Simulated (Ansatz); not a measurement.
# Ti2GaS3: the cost of one run

Computed with Ansatz 0.2.0 (DFT PBE, scalar-relativistic, plane waves, PAW, unless a step names another level, unless a step's input says otherwise).

### Step 1. The system as given

The structure is hexagonal, space group P-6m2 (No. 187). The conventional cell has a = 3.325 Å, b = 3.325 Å, c = 10.823 Å, α = 90.00°, β = 90.00°, γ = 120.00°. Ti (site symmetry 3m) is surrounded by 6 S at 2.43 to 2.52 Å. Ga (site symmetry -6m2) is surrounded by 6 S at 2.99 Å and 6 Ga at 3.33 Å. Around S (site symmetry 3m) lie 3 Ti at 2.43 Å and 3 Ga at 2.99 Å. S (site symmetry -6m2) is surrounded by 6 Ti at 2.52 Å.

Coordinates:

```xyz
6
Lattice="3.3254 0.0000 0.0000 -1.6627 2.8799 0.0000 0.0000 0.0000 10.8232" Properties=species:S:1:pos:R:3 pbc="T T T"
Ti    0.0000    0.0000    3.7727
Ti    0.0000    0.0000    7.0505
Ga    0.0000    0.0000    0.0000
S     0.0000    1.9199    2.2868
S     0.0000    1.9199    5.4116
S     0.0000    1.9199    8.5364
```

It came out lowest among 15 distinct ends of the trial cells. At a tolerance of 0.05 Å it has space group P-6m2 (No. 187).

### Step 2. A stricter relaxation, on the response runs' mesh and smearing

The input, input.yaml:

```yaml
crystal:
  lattice:
    - [3.3253834921, 0.0, 0.0]
    - [-1.662691746, 2.8798665815, 0.0]
    - [0.0, 0.0, 10.8231733408]
  atoms:
    - { symbol: Ti, position: [0.0, 0.0, 0.3485740472] }
    - { symbol: Ti, position: [0.0, 0.0, 0.6514259528] }
    - { symbol: Ga, position: [0.0, 0.0, 0.0] }
    - { symbol: S, position: [0.3333333333, 0.6666666667, 0.2112835351] }
    - { symbol: S, position: [0.3333333333, 0.6666666667, 0.5] }
    - { symbol: S, position: [0.3333333333, 0.6666666667, 0.7887164649] }
basis:
  ecutwfc: 420
kpoints:
  mp_grid: { grid: [12, 12, 4] }
hamiltonian:
  xc: pbe
scf:
  occupations: { method: gaussian, width: 0.1 }
output:
  forces: true
  stress: true
  eigenvalues: true
relax:
  adjacent_minimum: "off"
  f_tol: 0.001
  max_steps: 60
  cell: { stress_tol: 0.01 }
```

Run with:

```
ansatz run input.yaml --threads 3 --pin off --max-ram 7680MiB --backend cpu --events-out ev --progress --plain --runs-dir out
```

Q: Estimate wall time and peak memory on 3 threads of Intel Xeon at 2.70GHz, shared host.

About 28 s, with a peak of 0.54 GiB.
